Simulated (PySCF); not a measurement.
# CuH12O6 ([Cu(H2O)6]2+): the cost of one run

Programs: PySCF 2.14.0, with routines of our own; each step states its level. All values are computed. Atoms count from 0.

## 1. The starting structure

19 atoms, charge 2, states of the metal's open shell are computed; geometry from: model start, shaken.

## 2. Geometry optimisation at PBE0-D3(BJ)/def2-SVP

What the job is given:

```
{"job": {"xc": "PBE0", "basis": "def2-SVP", "d3": "d3bj", "grid": 1, "maxiter": 45, "solvent": "water", "kind": "geom"}, "charge": 2, "metal": "Cu", "open_shell": "d9"}
Cu     0.000020     0.004480    -0.004110
O     -0.013360    -0.006820     2.325930
H      0.775900     0.020100     2.908420
H     -0.784310     0.007350     2.921150
O      0.001580    -0.013960    -2.341240
H      0.785430    -0.020160    -2.922660
H     -0.803520    -0.019340    -2.943430
O      2.023770    -0.019010     0.004070
H      2.604650     0.772200    -0.037750
H      2.594220    -0.775730     0.001700
O     -2.050250    -0.007170    -0.014680
H     -2.614430     0.790910    -0.012110
H     -2.602790    -0.761730    -0.008750
O     -0.001680     2.028960     0.000960
H     -0.018380     2.603440     0.795380
H     -0.023210     2.615190    -0.773210
O     -0.009620    -1.997290     0.011430
H     -0.017990    -2.601180     0.783650
H     -0.002830    -2.592060    -0.776000
```

Launch:

```bash
$ OMP_NUM_THREADS=1 python lf_run.py task.json out
```

One launch serves the whole session: the jobs run in the order shown.

Q: Estimate the wall time and peak memory of this first job on 1 thread of Arm Neoverse V2, shared host.

About 34 min, with a peak of 1.5 GiB.
